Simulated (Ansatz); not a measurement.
# CH7FO3Si2: a ladder of functionals and wavefunction methods

How much do the methods differ for CH7FO3Si2? The plan is to run it at one geometry with functionals of several rungs and with coupled cluster, and see how far each lands from CCSD(T) at the basis-set limit for the atomisation energy.

Method: functionals in def2-TZVPP, the program's frozen cores in correlated methods; program: Ansatz 0.2.0, Gaussian basis.

Plan: PBE-D4, r2SCAN-D4, PBE0-D4, B3LYP-D4, ωB97X-V, ωB97M-V, B2PLYP; CCSD(T)/def2-TZVPP; MP2/def2-QZVPP; extrapolation to the limit.

### 1 Structure used throughout

An earlier PBE0-D4 in a triple-zeta def2 set relaxation fixed the geometry.

SMILES `O[SiH](O)C[SiH](O)F`, 14 atoms, charge 0, spin multiplicity 1.

Atoms are counted from 1 here; the program's logs count them from 0.

Bond lengths: O1–Si2 1.636 Å, O1–H8 0.962 Å, Si2–O3 1.662 Å, Si2–C4 1.857 Å, Si2–H9 1.480 Å, O3–H10 0.959 Å, C4–Si5 1.856 Å, C4–H11 1.095 Å, C4–H12 1.095 Å, Si5–O6 1.625 Å, Si5–F7 1.614 Å, Si5–H13 1.475 Å, O6–H14 0.967 Å. Angles: Si2–O1–H8 116.3°, O1–Si2–O3 112.3°, O1–Si2–C4 111.7°, O1–Si2–H9 104.9°, O3–Si2–C4 103.0°, O3–Si2–H9 109.7°, C4–Si2–H9 115.4°, Si2–O3–H10 117.4°, Si2–C4–Si5 110.9°, Si2–C4–H11 109.8°, Si2–C4–H12 109.0°, Si5–C4–H11 108.9°, Si5–C4–H12 110.2°, H11–C4–H12 107.9°, C4–Si5–O6 111.0°, C4–Si5–F7 104.9°, C4–Si5–H13 116.2°, O6–Si5–F7 110.3° and more.

As a file:

```xyz
14

O     0.3186   -2.0534   -0.8888
Si    0.4988   -1.1966    0.4935
O     1.8138   -0.1823    0.4404
C    -0.9198   -0.0300    0.7684
Si   -0.9281    1.3142   -0.5113
O     0.4259    2.2092   -0.4253
F    -0.9997    0.5398   -1.9257
H    -0.0129   -1.5691   -1.6506
H     0.6968   -2.2150    1.5488
H     2.6754   -0.5831    0.3120
H    -0.8381    0.4249    1.7611
H    -1.8577   -0.5934    0.7319
H    -2.0821    2.2331   -0.4823
H     1.2090    1.7017   -0.1723
```

### 2 PBE-D4 (GGA)

Contents of in.yaml:

```yaml
crystal:
  periodic: [false, false, false]
  atoms:
    - {symbol: O, position_ang: [0.318618, -2.053374, -0.888789]}
    - {symbol: Si, position_ang: [0.498771, -1.196639, 0.493534]}
    - {symbol: O, position_ang: [1.813781, -0.182308, 0.440431]}
    - {symbol: C, position_ang: [-0.919795, -0.030014, 0.768413]}
    - {symbol: Si, position_ang: [-0.928103, 1.314220, -0.511340]}
    - {symbol: O, position_ang: [0.425906, 2.209154, -0.425347]}
    - {symbol: F, position_ang: [-0.999696, 0.539755, -1.925654]}
    - {symbol: H, position_ang: [-0.012905, -1.569086, -1.650564]}
    - {symbol: H, position_ang: [0.696841, -2.215025, 1.548818]}
    - {symbol: H, position_ang: [2.675386, -0.583111, 0.312021]}
    - {symbol: H, position_ang: [-0.838112, 0.424946, 1.761144]}
    - {symbol: H, position_ang: [-1.857687, -0.593360, 0.731906]}
    - {symbol: H, position_ang: [-2.082053, 2.233112, -0.482250]}
    - {symbol: H, position_ang: [1.209048, 1.701742, -0.172324]}
basis:
  gaussian: {orbitals: def2-TZVPP}
hamiltonian: {xc: pbe, dispersion: d4}
output: {forces: true, orbitals: {seedname: orbitals}}
```

Run with:

```
$ ansatz run in.yaml --threads 2 --pin off --events-out ev --progress --plain --max-ram 22528MiB --backend cuda --devices 0, --max-vram 18GiB
```

The runs that follow: r2SCAN-D4 (meta-GGA); PBE0-D4 (hybrid); B3LYP-D4 (hybrid); ωB97X-V (range-separated); ωB97M-V (range-separated); B2PLYP (double hybrid); CCSD(T) in def2-TZVPP; MP2 in def2-QZVPP.

Before running them: what should the planned runs give, taken together? Wanted: atomisation energy, CCSD(T)/CBS; farthest; mean size of error, hybrid; mean size of error, range-separated; gap, smallest and largest; T1 diagnostic; triples share of the correlation energy.

The runs gave:

| quantity | value |
| --- | --- |
| atomisation energy, CCSD(T)/CBS | 5611.3 kJ/mol |
| functionals within 28.1 kJ/mol (0.5 %) | PBE-D4, r2SCAN-D4, ωB97X-V, ωB97M-V |
| farthest | B2PLYP (-102.1 kJ/mol) |
| mean size of error, hybrid | 80.1 kJ/mol |
| mean size of error, range-separated | 16.3 kJ/mol |
| gap, smallest and largest | 6.63 eV (PBE-D4), 13.18 eV (ωB97X-V) |
| T1 diagnostic | 0.0118 |
| triples share of the correlation energy | 3.4 % |

PBE-D4 misses by +12.9 kJ/mol. Double hybrids carry the basis error of their MP2 part in triple zeta, and no dispersion term here, so their miss is partly the set-up's. The reference freezes the cores and leaves out relativity and excitations past (T), so misses under about 28.1 kJ/mol can't be ranked. Hartree-Fock recovers 72 % of the binding; the rest is correlation. The gap grows from 6.6 to 13.2 eV across the functionals, mostly with the share of exact exchange.
